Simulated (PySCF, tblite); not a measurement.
# C₇H₁₂BN: geometry, infrared bands, NMR shifts, electronic excitations and core binding energies

What infrared bands, NMR shifts, electronic excitations and core binding energies should C₇H₁₂BN (`Bc1cccn1C(C)C`) show?

Programs: tblite 0.8.0 and PySCF 2.14.0, with density-fitted response routines of our own. Each step states its level of theory. These are calculated values for one molecule in the gas phase, unless marked as measured. Atoms are numbered from 0 throughout.

### Step 1. Starting geometry

21 atoms, charge 0, multiplicity 1; geometry from: force field or distance geometry start.

Bonds of the start (Å): B0–C1 1.55, C1–C2 1.39, C2–C3 1.37, C3–C4 1.39, C4–N5 1.36, N5–C6 1.44, C6–C7 1.51, C6–C8 1.48, N5–C1 1.36, B0–H9 1.20, B0–H10 1.17, C2–H11 1.08, C3–H12 1.08, C4–H13 1.08, C6–H14 1.13, C7–H15 1.10, C7–H16 1.12, C7–H17 1.12, C8–H18 1.10, C8–H19 1.10, C8–H20 1.14.

### Step 2. Relaxing the molecule with GFN2-xTB

Job settings and geometry (Å):

```
{"job": {"kind": "relax", "xc": "GFN2-xTB", "basis": "xTB"}, "charge": 0, "multiplicity": 1}
B      1.306400     2.161500    -0.046700
C      1.333300     0.611300    -0.049400
C      2.479100    -0.135700    -0.315400
C      2.132500    -1.461800    -0.227900
C      0.790600    -1.500200     0.128300
N      0.303500    -0.239500     0.227500
C     -1.058600     0.087000     0.569600
C     -1.866300    -1.187100     0.677800
C     -1.742800     0.980500    -0.396800
H      0.891600     2.698500     0.944100
H      2.145600     2.716000    -0.637000
H      3.460800     0.237300    -0.572900
H      2.801400    -2.300600    -0.371200
H      0.212900    -2.401400     0.275500
H     -1.090600     0.577000     1.589200
H     -2.911300    -0.914300     0.892500
H     -1.485000    -1.712100     1.584800
H     -1.792100    -1.845000    -0.221200
H     -1.101600     1.722100    -0.903200
H     -2.264300     0.387200    -1.165700
H     -2.553700     1.536400     0.172400
```

Run with:

```console
OMP_NUM_THREADS=1 python probes_run.py task.json out
```

One launch serves the whole session: the jobs run in the order shown.

**Question.** This job is followed by: GFN2-xTB harmonic vibrations, gas phase; PBE0-D3(BJ)/def2-SVP geometry optimisation, gas phase; GIAO PBE0/pcSseg-1 NMR shielding, non-relativistic, gas phase; TDDFT PBE0/def2-SVPD, vertical, gas phase, core orbitals frozen in the response; GIAO CAM-B3LYP/pcSseg-1 NMR shielding, non-relativistic, gas phase; delta-SCF UKS SCAN, pcX-2 on the ionised atom, pcseg-1 elsewhere, spin-free X2C. What will the session give for the following? strongest single infrared mode (GFN2-xTB); zero-point energy (GFN2-xTB); point group; rotational constants (main isotopes); ¹³C shifts against TMS (PBE0/pcSseg-1, means over atoms taken as alike); ¹H shifts against TMS (PBE0/pcSseg-1, means over atoms taken as alike); ¹¹B shifts against BF3·OEt2 (PBE0/pcSseg-1); ¹⁵N shifts against NH3 (PBE0/pcSseg-1); lowest singlet (PBE0/def2-SVPD); lowest triplet; vertical ionisation energy (ΔSCF); vertical electron affinity (ΔSCF); C1s binding energies, SCAN/pcX-2; N1s binding energies, SCAN/pcX-2; range of the shift of N5.

The runs gave:

```
                                                               quantity                                                                value
                              strongest single infrared mode (GFN2-xTB)                                                2611 cm⁻¹, 189 km/mol
                                           zero-point energy (GFN2-xTB)                                                       109.8 kcal/mol
                                                            point group                                                                   Cs
                                   rotational constants (main isotopes)                                                 2.53, 1.36, 1.10 GHz
¹³C shifts against TMS (PBE0/pcSseg-1, means over atoms taken as alike)                           148.0, 141.1, 132.8, 116.8, 47.9, 25.7 ppm
 ¹H shifts against TMS (PBE0/pcSseg-1, means over atoms taken as alike)                               7.26, 7.18, 6.59, 6.28, 5.02, 1.36 ppm
                            ¹¹B shifts against BF3·OEt2 (PBE0/pcSseg-1)                                                             51.2 ppm
                                 ¹⁵N shifts against NH3 (PBE0/pcSseg-1)                                                            220.7 ppm
                                        lowest singlet (PBE0/def2-SVPD)                                          4.69 eV (264 nm), f = 0.190
                                                         lowest triplet                                                              3.07 eV
                                      vertical ionisation energy (ΔSCF)                                                              8.44 eV
                                      vertical electron affinity (ΔSCF)                     -0.13 eV (unbound: the value hangs on the basis)
                                       C1s binding energies, SCAN/pcX-2  C6 291.85, C7 290.82, C4 290.77, C1 290.06, C3 289.83, C2 289.78 eV
                                       N1s binding energies, SCAN/pcX-2                                                         N5 405.79 eV
                                               range of the shift of N5                                                   220.7 to 225.7 ppm
```

The optimisation took 137 steps and gained 0.743 eV; among the close pairs (by a distance rule), C8–H20 changed most, from 1.136 to 1.087 Å (GFN2-xTB). All 57 modes are real, so the xTB geometry is a minimum. The strongest single mode, at 2611 cm⁻¹, moves mainly H9. GFN2-xTB is a fitted tight-binding method: band positions and strengths are rough. Its intensities can rank the bands wrongly. The optimisation took 6 steps and gained 0.220 eV; among the close pairs (by a distance rule), B0–H10 changed most, from 1.154 to 1.209 Å (PBE0/def2-SVP). At PBE0/pcSseg-1: The largest span, 210 ppm, is at N5, where the paramagnetic term is -288 ppm. NICS(1)zz of -27 ppm above the planar ring from C1 marks a diatropic (aromatic) ring current. The lowest singlet, at 4.69 eV, is HOMO→LUMO 0.52, HOMO−1→LUMO 0.45 and is bright. The lowest triplet lies 1.62 eV below the lowest singlet (triplets in Tamm-Dancoff, singlets in full TDDFT). The orbital energy would give 6.67 eV for ionisation, ΔSCF gives 8.44 eV. The C1s levels kept as sound span 2.08 eV, from C2 (aromatic CH) up to C6 (sp3 CH bonded to N). In ppm, N5 moves most: its shift spreads over 5.0 ppm, from 220.7 (PBE0/pcSseg-1) to 225.7 (CAM-B3LYP/pcSseg-1). Part of that comes from the computed reference.
